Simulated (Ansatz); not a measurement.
# BClH4O2S: the cost of one run

All numbers below are computed with Ansatz 0.2.0 (RKS r2SCAN-D4/def2-SVP).

## (1) The system as given

Bond lengths: B1–Cl2 2.210 Å, B1–O3 1.410 Å, O3–H4 1.010 Å, B1–O5 1.410 Å, O5–H6 1.010 Å, B1–S7 2.190 Å, S7–H8 1.400 Å, Cl2–H9 1.343 Å, S7–H9 1.384 Å. Angles: B1–Cl2–H9 73.4°, Cl2–B1–O3 120.0°, Cl2–B1–O5 120.0°, Cl2–B1–S7 71.6°, O3–B1–O5 120.0°, O3–B1–S7 96.8°, O5–B1–S7 101.3°, B1–O3–H4 109.5°, B1–O5–H6 109.5°, B1–S7–H8 109.5°, B1–S7–H9 73.5°, H8–S7–H9 43.4°, Cl2–H9–S7 141.5°.

As a file:

```xyz
9

B     0.0000    0.0000    0.0000
Cl    0.0000    0.0000    2.2100
O     1.2211    0.0000   -0.7050
H     1.5209   -0.9519   -0.8599
O    -1.2211    0.0000   -0.7050
H    -1.7308   -0.8467   -0.4965
S     0.0982    2.0760    0.6906
H     0.6507    2.1151    1.9763
H     0.0608    1.2857    1.8263
```

## (2) Pulling towards end A

Springs on the bonds that form and break draw the guess towards this end; the thresholds are loose.

File input.yaml:

```yaml
crystal:
  periodic: [false, false, false]
  atoms:
    - { symbol: B, position_ang: [0.0, 0.0, 0.0] }
    - { symbol: Cl, position_ang: [0.0, 0.0, 2.21] }
    - { symbol: O, position_ang: [1.2211, 0.0, -0.705] }
    - { symbol: H, position_ang: [1.5209, -0.9519, -0.8599] }
    - { symbol: O, position_ang: [-1.2211, 0.0, -0.705] }
    - { symbol: H, position_ang: [-1.7308, -0.8467, -0.4965] }
    - { symbol: S, position_ang: [0.0982, 2.076, 0.6906] }
    - { symbol: H, position_ang: [0.6507, 2.1151, 1.9763] }
    - { symbol: H, position_ang: [0.0608, 1.2857, 1.8263] }
basis:
  gaussian: { orbitals: def2-SVP }
hamiltonian:
  xc: r2scan
  dispersion: d4
relax:
  f_tol: 0.15
  max_steps: 25
  restrain:
    - { distance: [0, 6], at: 3.09, k: 30.0 }
    - { distance: [8, 1], at: 2.57, k: 30.0 }
    - { distance: [0, 1], at: 1.86, k: 30.0 }
    - { distance: [8, 6], at: 1.4, k: 30.0 }
```

On the command line:

```console
$ ansatz run input.yaml --threads 4 --pin off --max-ram 5120MiB --backend cpu --events-out ev --progress --plain --runs-dir out
```

Q: Estimate wall time and peak memory on 4 threads of Arm Neoverse V2, shared host.

About 21 s, with a peak of 0.17 GiB.
